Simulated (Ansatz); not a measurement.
# GeH6OS: the cost of one run

Method: RKS B3LYP-D4/def2-SVP, in Ansatz 0.2.0.

## (1) Starting point

Bond lengths: Ge1–H3 1.550 Å, Ge1–H4 1.549 Å, Ge1–O5 1.769 Å, O5–H6 1.010 Å, Ge1–S7 2.550 Å, S7–H8 1.400 Å. Angles: H3–Ge1–H4 109.5°, H3–Ge1–O5 109.5°, H3–Ge1–S7 75.8°, H4–Ge1–O5 109.5°, H4–Ge1–S7 173.4°, O5–Ge1–S7 64.4°, Ge1–O5–H6 109.5°, Ge1–S7–H8 109.5°.

As a file:

```xyz
9

Ge    0.0000    0.0000    0.0000
H     0.0000    0.0000    1.9000
H     1.4616    0.0000   -0.5162
H    -0.7300    1.2648   -0.5162
O    -0.8337   -1.4443   -0.5894
H    -1.2883   -1.9100    0.1830
S     0.9489   -2.2261    0.8041
H     0.0689   -3.2600    0.4622
H     0.3830   -0.8985    1.9513
```

## (2) A restrained relaxation towards end A

Springs on the bonds that form and break draw the guess towards this end; the thresholds are loose.

The input, input.yaml:

```yaml
crystal:
  periodic: [false, false, false]
  atoms:
    - { symbol: Ge, position_ang: [0.0, 0.0, 0.0] }
    - { symbol: H, position_ang: [0.0, 0.0, 1.9] }
    - { symbol: H, position_ang: [1.4616, 0.0, -0.5162] }
    - { symbol: H, position_ang: [-0.73, 1.2648, -0.5162] }
    - { symbol: O, position_ang: [-0.8337, -1.4443, -0.5894] }
    - { symbol: H, position_ang: [-1.2883, -1.91, 0.183] }
    - { symbol: S, position_ang: [0.9489, -2.2261, 0.8041] }
    - { symbol: H, position_ang: [0.0689, -3.26, 0.4622] }
    - { symbol: H, position_ang: [0.383, -0.8985, 1.9513] }
basis:
  gaussian: { orbitals: def2-SVP }
hamiltonian:
  xc: b3lyp
  dispersion: d4
relax:
  f_tol: 0.15
  max_steps: 25
  restrain:
    - { distance: [0, 6], at: 3.45, k: 30.0 }
    - { distance: [8, 1], at: 1.86, k: 30.0 }
    - { distance: [0, 1], at: 1.55, k: 30.0 }
    - { distance: [8, 6], at: 1.4, k: 30.0 }
```

The run is started by

```sh
ansatz run input.yaml --threads 2 --pin off --max-ram 3072MiB --backend cpu --events-out ev --progress --plain --runs-dir out
```

**Question.** How long does this run take on 2 threads of Arm Neoverse V1, shared host, and how much memory does it need?

About 43 s, with a peak of 0.2 GiB.
